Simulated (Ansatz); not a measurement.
# LaO6: the cost of one run

Program: Ansatz 0.2.0. Level of theory: DFT PBE, scalar-relativistic, plane waves, PAW. These are calculated values, not measurements.

2 further runs of the same task are left out: 1 that didn't finish, 1 set aside as unsound or not needed.

## 1. The starting structure

It takes space group Pm-3m (No. 221, cubic). The conventional cell has a = 4.302 Å, b = 4.302 Å, c = 4.302 Å, α = 90.00°, β = 90.00°, γ = 90.00°. La (site symmetry m-3m) is surrounded by 24 O at 3.16 Å. O (site symmetry 4mm) is surrounded by 5 O at 1.72 to 1.82 Å.

As a file:

```cif
data_structure
_symmetry_space_group_name_H-M 'Pm-3m'
_symmetry_Int_Tables_number 221
_cell_length_a 4.3025
_cell_length_b 4.3025
_cell_length_c 4.3025
_cell_angle_alpha 90.000
_cell_angle_beta 90.000
_cell_angle_gamma 90.000
_cell_volume 79.64
loop_
_atom_site_label
_atom_site_type_symbol
_atom_site_symmetry_multiplicity
_atom_site_Wyckoff_symbol
_atom_site_fract_x
_atom_site_fract_y
_atom_site_fract_z
_atom_site_occupancy
La1 La 1 a 0.00000 0.00000 0.00000 1
O1 O 6 f 0.79989 0.50000 0.50000 1
```

Recipe of the guess: species swapped into a database cell of PrB6 (Pm-3m, No. 221), with La on the Pr sites and O on the B sites. The dimensions are guesses.

## 2. The guess as it stands, on a coarse mesh

File input.yaml:

```yaml
crystal:
  lattice:
    - [4.30245869, 0.0, 0.0]
    - [0.0, 4.30245869, 0.0]
    - [0.0, 0.0, 4.30245869]
  atoms:
    - { symbol: La, position: [0.0, 0.0, 0.0] }
    - { symbol: O, position: [0.79988581, 0.5, 0.5] }
    - { symbol: O, position: [0.20011419, 0.5, 0.5] }
    - { symbol: O, position: [0.5, 0.5, 0.79988581] }
    - { symbol: O, position: [0.5, 0.5, 0.20011419] }
    - { symbol: O, position: [0.5, 0.20011419, 0.5] }
    - { symbol: O, position: [0.5, 0.79988581, 0.5] }
basis:
  ecutwfc: 420
kpoints:
  mp_grid: { grid: [4, 4, 4] }
hamiltonian:
  xc: pbe
scf:
  occupations: { method: gaussian, width: 0.1 }
  lower_state_search: "off"
output:
  forces: true
  stress: true
  eigenvalues: true
```

Run with:

```console
$ ansatz run input.yaml --threads 1 --pin off --max-ram 2048MiB --backend cpu --events-out ev --progress --plain --runs-dir out
```

**Question.** How long does this run take on 1 thread of Arm Neoverse V1, shared host, and how much memory does it need?

About 1.9 s, with a peak of 0.32 GiB.
